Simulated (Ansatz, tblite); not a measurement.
**The cluster Re₂Te₃: one state, many levels**

Aim: run the singlet of the cluster Re₂Te₃ at one geometry on many levels, and compare frontier levels, spin and run time.

Program: Ansatz 0.2.0, Gaussian basis. Level of theory: as each input shows. These are calculated values, not measurements.

Plan: GFN1-xTB, GFN2-xTB, PBE-D4/def2-TZVP, r2SCAN-D4/def2-TZVP, r2SCAN0-D4/def2-TZVP, HF/def2-TZVP, HSE06-D4/def2-TZVP, PBE-D4/def2-SVP, PBE0-D4/def2-SVP, CCSD(T)/def2-SVP, MP2/def2-TZVP.

2 further runs of the same task are left out: 2 set aside as unsound or not needed. Runs told in other sessions of the task aren't counted.

### Step 1. The geometry

The singlet was relaxed beforehand with PBE-D4/def2-SVP. At that level it is the lowest of the isomers that a small search found.

5 atoms, charge 0, spin multiplicity 1.

Bond lengths: Re1–Te3 2.527 Å, Re1–Te4 2.653 Å, Re2–Te4 2.654 Å, Re2–Te5 2.527 Å, Te3–Te5 3.188 Å. Angles: Te3–Re1–Te4 133.5°, Te4–Re2–Te5 133.5°, Re1–Te3–Te5 78.5°, Re1–Te4–Re2 48.5°, Re2–Te5–Te3 78.5°.

Re, Te take a core potential in the def2 sets. No spin-orbit coupling is included.

PBE0-D4/def2-TZVP was run before; its log isn't repeated, and its numbers join the tables.

### Step 2. GFN1-xTB

Tight binding, by tblite at 300 K electronic temperature and without a spin-polarisation term:

```python
tblite.interface.Calculator('GFN1-xTB', numbers, positions, charge=0, uhf=0).singlepoint()
```

Energy -436.2492 eV, HOMO -9.23 eV, LUMO -8.81 eV; 0.007 s.

### Step 3. GFN2-xTB

Tight binding, by tblite at 300 K electronic temperature and without a spin-polarisation term:

```python
tblite.interface.Calculator('GFN2-xTB', numbers, positions, charge=0, uhf=0).singlepoint()
```

Energy -431.5322 eV, HOMO -10.48 eV, LUMO -10.42 eV; 0.022 s.

### Step 4. PBE-D4/def2-TZVP

start.molden holds the orbitals of an earlier run on this state, given as this run's starting guess.

Contents of in.yaml:

```yaml
crystal:
  periodic: [false, false, false]
  atoms:
    - {symbol: Re, position_ang: [-0.999561, 0.805157, -0.322926]}
    - {symbol: Re, position_ang: [-0.455544, -1.167507, 0.425791]}
    - {symbol: Te, position_ang: [1.010920, 1.378078, -1.742442]}
    - {symbol: Te, position_ang: [-1.362584, 0.492382, 2.286877]}
    - {symbol: Te, position_ang: [1.806759, -1.508100, -0.647299]}
basis:
  gaussian: {orbitals: def2-TZVP, initial_orbitals: start.molden}
hamiltonian: {xc: pbe, dispersion: d4}
scf: {omitted_lower_state_checks: [starts]}
output: {forces: true, orbitals: {seedname: orbitals}}
```

Launch:

```sh
$ ansatz run in.yaml --threads 4 --pin off --events-out ev --progress --plain --max-ram 4787MiB
```

Further steps of the session: r2SCAN-D4/def2-TZVP; r2SCAN0-D4/def2-TZVP; HF/def2-TZVP; HSE06-D4/def2-TZVP; PBE-D4/def2-SVP; PBE0-D4/def2-SVP; CCSD(T)/def2-SVP; MP2/def2-TZVP.

**Question.** What will the summary of the whole plan be? Wanted: gap in def2-TZVP, named functionals and Hartree-Fock, smallest and largest; correlation energy, CCSD(T)/def2-SVP; correlation energy, MP2/def2-TZVP; binding an atom, functionals in def2-TZVP; PBE0 total energy, smallest basis above largest.

**Answer**, as computed:

| quantity | value |
| --- | --- |
| gap in def2-TZVP, named functionals and Hartree-Fock, smallest and largest | 0.60 eV (PBE-D4), 6.24 eV (HF) |
| correlation energy, CCSD(T)/def2-SVP | -33.74 eV |
| correlation energy, MP2/def2-TZVP | -66.41 eV |
| binding an atom, functionals in def2-TZVP | 2.15 (r2SCAN0-D4) to 3.13 eV (PBE-D4) |
| PBE0 total energy, smallest basis above largest | 1.73 eV (def2-SVP, def2-TZVP) |

Orbital gaps of the named functionals and Hartree-Fock in def2-TZVP span 0.60 eV (PBE-D4) to 6.24 eV (HF); exact exchange widens it. Notes on CCSD(T)/def2-SVP and its Hartree-Fock reference, which MP2 shares: large T1 diagnostic, restricted state is unstable towards broken spin symmetry, state flagged by the program.
